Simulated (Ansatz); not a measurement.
# CH₄GaN: taking an electron away

How much energy removes an electron from CH₄GaN at fixed geometry? The cation is run at each level and the neutral's energy taken from earlier runs.

Program: Ansatz 0.2.0, Gaussian basis. Level of theory: unrestricted cation, the program's frozen cores in correlated methods. These are calculated values, not measurements.

Plan: UKS PBE-D4/def2-TZVPP; UKS r2SCAN-D4/def2-TZVPP; UKS PBE0-D4/def2-TZVPP; UKS B3LYP-D4/def2-TZVPP; UKS wB97X-V/def2-TZVPP; UKS wB97M-V/def2-TZVPP; UKS B2PLYP/def2-TZVPP; UHF-CCSD(T)/def2-TZVPP; UHF-MP2/def2-QZVPP; extrapolation to the limit; then −ε(HOMO) from the neutral's earlier runs with LDA (SPW92), PBE-D4, revPBE-D4, BLYP-D4, r2SCAN-D4, B97M-V, PBE0-D4, B3LYP-D4, r2SCANh-D4, r2SCAN0-D4, HSE06-D4, BHLYP-D4, CAM-B3LYP-D4, LC-ωPBE, ωB97X-V, ωB97M-V.

**1. The geometry**

An earlier PBE0-D4 in a triple-zeta def2 set relaxation fixed the geometry.

SMILES `C=[N][GaH2]`, 7 atoms, charge 0, spin multiplicity 1.

Atoms are counted from 1 here; the program's logs count them from 0.

Bond lengths: C1–N2 1.242 Å, C1–H4 1.101 Å, C1–H5 1.101 Å, N2–Ga3 1.803 Å, Ga3–H6 1.556 Å, Ga3–H7 1.556 Å. Angles: N2–C1–H4 123.4°, N2–C1–H5 121.6°, H4–C1–H5 115.0°, C1–N2–Ga3 162.6°, N2–Ga3–H6 115.6°, N2–Ga3–H7 115.6°, H6–Ga3–H7 128.6°.

**2. Cation, UKS PBE-D4/def2-TZVPP**

Input file in.yaml:

```yaml
crystal:
  periodic: [false, false, false]
  atoms:
    - {symbol: C, position_ang: [-1.119676, 0.099059, -0.980255]}
    - {symbol: N, position_ang: [-0.311270, -0.140677, -0.067931]}
    - {symbol: Ga, position_ang: [1.142305, -0.099659, 0.998458]}
    - {symbol: H, position_ang: [-0.943863, 0.853455, -1.763343]}
    - {symbol: H, position_ang: [-2.076845, -0.439331, -1.060082]}
    - {symbol: H, position_ang: [1.040568, 0.837358, 2.236487]}
    - {symbol: H, position_ang: [2.268781, -1.110195, 0.636676]}
basis:
  gaussian: {orbitals: def2-TZVPP}
total_charge: 1
magnetization: {spin_polarized: true, initial_magnetization: 1}
hamiltonian: {xc: pbe, dispersion: d4}
```

The run is started by

```
$ ansatz run in.yaml --threads 2 --pin off --events-out ev --progress --plain --max-ram 4352MiB
```

Further steps of the session: Cation, UKS r2SCAN-D4/def2-TZVPP; Cation, UKS PBE0-D4/def2-TZVPP; Cation, UKS B3LYP-D4/def2-TZVPP; Cation, UKS wB97X-V/def2-TZVPP; Cation, UKS wB97M-V/def2-TZVPP; Cation, UKS B2PLYP (frozen core)/def2-TZVPP; Cation, UHF-CCSD(T)/def2-TZVPP; Cation, UHF-MP2/def2-QZVPP.

Q: Predict the results of all the runs planned. Wanted: ionisation energy, CCSD(T)/CBS; nearest functional by difference; nearest −ε(HOMO); −ε(HOMO) of PBE; T1 of the cation.

**Answer**, as computed:

| quantity | value |
| --- | --- |
| ionisation energy, CCSD(T)/CBS | 8.86 eV |
| nearest functional by difference | B3LYP-D4 (-0.08 eV) |
| nearest −ε(HOMO) | ωB97M-V (-0.00 eV) |
| −ε(HOMO) of PBE | 5.43 eV |
| T1 of the cation | 0.027 |

Energy differences with functionals land within 0.26 eV of the reference. −ε(HOMO) of PBE misses by 3.4 eV, since self-interaction lifts the level. Among orbital estimates ωB97M-V comes nearest. Hartree-Fock falls 1.59 eV short, as the neutral has more correlation energy than the cation. Correlated methods include outer-core shells of Ga, which these sets cover unevenly. With outer-core shells in play the reference is unsure by up to some tenths of an eV, so close misses can't be ranked.
